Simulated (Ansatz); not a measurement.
# WC: the cost of one run

Program: Ansatz 0.2.0. Level of theory: DFT LDA, scalar-relativistic, plane waves, PAW. These are calculated values, not measurements.

3 further runs of the same task are left out: 3 set aside as unsound or not needed.

## 1. Starting point

It takes space group P-6m2 (No. 187, hexagonal). Conventional cell: a = 2.885 Å, b = 2.885 Å, c = 2.811 Å, α = 90.00°, β = 90.00°, γ = 120.00°. Around W (site symmetry -6m2) lie 6 C at 2.18 Å. Around C (site symmetry -6m2) lie 6 W at 2.18 Å.

Coordinates:

```
CELL_PARAMETERS angstrom
2.88461 0.00000 0.00000
-1.44231 2.49815 0.00000
0.00000 0.00000 2.81127
ATOMIC_POSITIONS crystal
W 0.00000 0.00000 0.00000
C 0.66667 0.33333 0.50000
```

This cell was relaxed beforehand with the same method: volume 10.13 Å³/atom, gap on the mesh none (metal).

## 2. Relaxing at 7 GPa

At a set pressure the run lowers the enthalpy E + PV, so the energy alone may rise along the way.

input.yaml

```yaml
crystal:
  lattice:
    - [2.8846102092, 0.0, 0.0]
    - [-1.4423051046, 2.4981457212, 0.0]
    - [0.0, 0.0, 2.8112693735]
  atoms:
    - { symbol: W, position: [0.0, 0.0, 0.0] }
    - { symbol: C, position: [0.6666666667, 0.3333333333, 0.5] }
basis:
  ecutwfc: 420
kpoints:
  mp_grid: { grid: [18, 18, 14] }
hamiltonian:
  xc: lda
scf:
  occupations: { method: fermi_dirac, width: 0.15 }
output:
  forces: true
  stress: true
  eigenvalues: true
  write_density: true
  write_potential: true
  elf: true
  volumetric_format: npy
relax:
  adjacent_minimum: "off"
  f_tol: 0.001
  max_steps: 60
  cell: { stress_tol: 0.02, p_target: 7.0 }
```

Started as:

```sh
ansatz run input.yaml --threads 1 --pin off --max-ram 3072MiB --backend cpu --events-out ev --progress --plain --runs-dir out
```

**Question.** How long does this run take on 1 thread of AMD EPYC 9R45 (Zen 5), shared host, and how much memory does it need?

About 24 s, with a peak of 0.47 GiB.
